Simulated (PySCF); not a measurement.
# C2H9AlSi: the cost of one run

The runs use PySCF 2.14.0, with density-fitted response routines of our own; the level of theory stands in each step. All values are computed, except where a source is named. Atoms are numbered from 0 throughout.

## 1. The starting structure

13 atoms, charge 0, multiplicity 1; geometry from: GFN2-xTB. The atoms were then displaced at random by about 0.01 Å, so the start is not that level's minimum.

Bonds of the start (Å): Al0–C1 2.02, C1–C2 1.55, C2–Si3 1.85, Al0–H4 1.52, Al0–H5 1.56, C1–H6 1.09, C1–H7 1.10, C2–H8 1.09, C2–H9 1.12, Si3–H10 1.49, Si3–H11 1.48, Si3–H12 1.48.

## 2. Geometry optimisation at PBE0-D3(BJ)/def2-SVP

What the job is given:

```
{"job": {"xc": "PBE0", "basis": "def2-SVP", "d3": "d3bj", "grid": 1, "shake": 0.01, "kind": "geom"}, "charge": 0, "multiplicity": 1}
Al     2.279240     0.875370     0.227740
C      0.353970     0.810490    -0.390530
C     -0.129780    -0.447430     0.368190
Si    -1.897220    -0.864000     0.033270
H      2.734330    -0.218500     1.186390
H      3.337850     1.953200    -0.146320
H     -0.268370     1.665120    -0.117840
H      0.213300     0.676320    -1.469860
H      0.528570    -1.286960     0.122180
H      0.049950    -0.298590     1.461150
H     -2.319260    -2.074390     0.784060
H     -2.754910     0.266140     0.465500
H     -2.121850    -1.073640    -1.412850
```

Started as:

```bash
> OMP_NUM_THREADS=1 python probes_run.py task.json out
```

The driver reads the jobs from task.json and runs them one after another.

**Question.** How long does this first job take on 1 thread of Arm Neoverse V2, shared host, and how much memory does it need?

About 25 s, with a peak of 0.46 GiB.
